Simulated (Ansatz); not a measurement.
# K+ with SiNH₅: superposition error and deformation

One table from this session's results is given with a row withheld; the runs are named, their logs left out.

The runs use Ansatz 0.2.0, Gaussian basis; PBE0-D4 structures, single points in def2-TZVPPD.

Levels: PBE-D4, revPBE-D4, BLYP-D4, r2SCAN-D4, B97M-V, PBE0-D4, B3LYP-D4, HSE06-D4, wB97X-V, wB97M-V, B2PLYP, Hartree-Fock, MP2, CCSD, CCSD(T).

Correlated methods freeze the cores. The outer core shell of Li, Na, Mg and K is correlated. B3LYP uses VWN-RPA correlation. B2PLYP carries no dispersion term here.

129 further runs of the same task are left out: 129 set aside as unsound or not needed.

## Starting geometry

The relaxed pair: 8 atoms, charge 1, spin multiplicity 1.

Atoms are counted from 1 here; the program's logs count them from 0.

Bond lengths: K1–Si2 3.737 Å, K1–N3 2.809 Å, Si2–N3 1.771 Å, Si2–H4 1.485 Å, Si2–H5 1.485 Å, Si2–H6 1.480 Å, N3–H7 1.016 Å, N3–H8 1.016 Å. Angles: Si2–K1–N3 26.9°, K1–Si2–N3 45.9°, K1–Si2–H4 79.3°, K1–Si2–H5 79.3°, K1–Si2–H6 160.4°, N3–Si2–H4 105.2°, N3–Si2–H5 105.2°, N3–Si2–H6 114.5°, H4–Si2–H5 109.8°, H4–Si2–H6 111.0°, H5–Si2–H6 110.9°, K1–N3–Si2 107.2°, K1–N3–H7 109.8°, K1–N3–H8 109.7°, Si2–N3–H7 112.2°, Si2–N3–H8 112.2°, H7–N3–H8 105.7°.

Geometry (Å):

```xyz
8
H5KNSi
K    -0.7326    2.2904   -1.7479
Si    0.1431   -0.9287   -0.0634
N    -0.0277    0.7447    0.4892
H    -1.1713   -1.2771   -0.6595
H     1.1806   -0.8830   -1.1243
H     0.5152   -1.8912    0.9971
H     0.8300    1.1039    0.8988
H    -0.7373    0.8411    1.2101
```

Atoms 1 to 1 are fragment A (K+), the rest fragment B (SiNH₅). From earlier runs, pair energy (eV) and counterpoise interaction (kJ/mol):

| method | E(pair) | interaction |
| --- | --- | --- |
| PBE-D4 | -25759.11082 | -72.51 |
| revPBE-D4 | -25766.58466 | -67.97 |
| BLYP-D4 | -25770.56582 | -71.12 |
| r2SCAN-D4 | -25768.65004 | -69.97 |
| B97M-V | -25764.77609 | -67.96 |
| PBE0-D4 | -25761.47318 | -73.38 |
| B3LYP-D4 | -25772.53963 | -73.30 |
| HSE06-D4 | -25760.96983 | -73.34 |
| wB97X-V | -25767.32986 | -72.72 |
| wB97M-V | -25769.05125 | -72.52 |
| B2PLYP | -25762.66841 | -69.05 |
| Hartree-Fock | -25725.05411 | -64.95 |
| MP2 | -25738.91654 | -68.99 |
| CCSD(T) | -25740.45608 | -68.24 |

First each fragment is run alone in its own basis, frozen in the shape it has in the pair (a, b).

Set-up of the first run:

The input, a/in.yaml:

```yaml
crystal:
  periodic: [false, false, false]
  atoms:
    - {symbol: K, position_ang: [-0.732568, 2.290398, -1.747937]}
basis:
  gaussian: {orbitals: "def2-TZVPPD.json"}
total_charge: 1
hamiltonian: {xc: {name: wB97X-V}}
```

The input, b/in.yaml:

```yaml
crystal:
  periodic: [false, false, false]
  atoms:
    - {symbol: Si, position_ang: [0.143075, -0.928713, -0.063443]}
    - {symbol: N, position_ang: [-0.027734, 0.744715, 0.489172]}
    - {symbol: H, position_ang: [-1.171345, -1.277110, -0.659454]}
    - {symbol: H, position_ang: [1.180644, -0.883025, -1.124330]}
    - {symbol: H, position_ang: [0.515188, -1.891195, 0.997140]}
    - {symbol: H, position_ang: [0.830049, 1.103866, 0.898821]}
    - {symbol: H, position_ang: [-0.737308, 0.841063, 1.210131]}
basis:
  gaussian: {orbitals: "def2-TZVPPD.json"}
hamiltonian: {xc: {name: wB97X-V}}
```

The basis file named in the input lies beside it (Basis Set Exchange, JSON).

One command serves all of them, each in its own folder.

Run with:

```console
$ ansatz run in.yaml --threads 2 --pin off --events-out ev --progress --plain --max-ram 5222MiB
```

Steps of the session up to this table: wB97X-V/def2-TZVPPD; wB97M-V/def2-TZVPPD; B2PLYP/def2-TZVPPD; B97M-V/def2-TZVPPD; CCSD(T)/def2-TZVPPD; Relaxing SiNH₅ alone; PBE-D4/def2-TZVPPD; r2SCAN-D4/def2-TZVPPD; PBE0-D4/def2-TZVPPD; B3LYP-D4/def2-TZVPPD; BLYP-D4/def2-TZVPPD; revPBE-D4/def2-TZVPPD; HSE06-D4/def2-TZVPPD.

One table of the session follows, with a row left open; its other results are not shown here.

| method | interaction with counterpoise (kJ/mol) |
| --- | --- |
| PBE-D4 | -72.51 |
| revPBE-D4 | -67.97 |
| BLYP-D4 | -71.12 |
| r2SCAN-D4 | -69.97 |
| B97M-V | -67.96 |
| PBE0-D4 | -73.38 |
| B3LYP-D4 | -73.30 |
| HSE06-D4 | -73.34 |
| wB97X-V | -72.72 |
| wB97M-V | -72.52 |
| B2PLYP | -69.05 |
| Hartree-Fock | -64.95 |
| MP2 | -68.99 |
| CCSD | ? |
| CCSD(T) | -68.24 |

**Question.** Estimate the row for CCSD.

**Answer.** interaction with counterpoise (kJ/mol): -68.19. In the column «interaction with counterpoise (kJ/mol)» it lies between CCSD(T) (-68.24) and revPBE-D4 (-67.97).
